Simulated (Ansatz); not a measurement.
# Si: the cost of one run

Program: Ansatz 0.2.0. Level of theory: DFT LDA, scalar-relativistic, plane waves, PAW. These are calculated values, not measurements.

### 1 The structure to begin with

It takes space group Fd-3m (No. 227, cubic). The conventional cell has a = 5.431 Å, b = 5.431 Å, c = 5.431 Å, α = 90.00°, β = 90.00°, γ = 90.00°. Si (site symmetry -43m) has 4 Si at 2.35 Å as nearest neighbours.

As a file:

```xyz
6
Lattice="3.8403 0.0000 0.0000 -1.9201 3.3258 0.0000 0.0000 0.0000 9.4068" Properties=species:S:1:pos:R:3 pbc="T T T"
Si    0.0000    0.0000    0.0000
Si    0.0000    0.0000    2.3517
Si    0.0000    2.2172    3.1356
Si    0.0000    2.2172    5.4873
Si    1.9201    1.1086    6.2712
Si    1.9201    1.1086    8.6229
```

### 2 Relaxing cell and atoms: Si, no spin

input.yaml reads:

```yaml
crystal:
  lattice:
    - [3.84029693, 0.0, 0.0]
    - [-1.920148465, 3.3257946995, 0.0]
    - [0.0, 0.0, 9.40676794]
  atoms:
    - { symbol: Si, position: [0.0, 0.0, 0.0] }
    - { symbol: Si, position: [0.0, 0.0, 0.25] }
    - { symbol: Si, position: [0.3333333333, 0.6666666667, 0.3333333333] }
    - { symbol: Si, position: [0.3333333333, 0.6666666667, 0.5833333333] }
    - { symbol: Si, position: [0.6666666667, 0.3333333333, 0.6666666667] }
    - { symbol: Si, position: [0.6666666667, 0.3333333333, 0.9166666667] }
scf:
  occupations: { method: gaussian, width: 0.03 }
output:
  forces: true
  stress: true
hamiltonian:
  xc: lda
kpoints:
  mp_grid: { grid: [8, 8, 4] }
relax:
  f_tol: 0.002
  cell: { stress_tol: 0.02 }
```

Started as:

```
$ ansatz run input.yaml --threads 4 --pin off --max-ram 6144MiB --backend cpu --events-out ev --progress --plain --runs-dir out
```

What time and memory should one allow on 4 threads of Intel Xeon Platinum 8259CL at 2.50GHz (Skylake/Cascade Lake), shared host?

About 4.6 s, with a peak of 0.48 GiB.
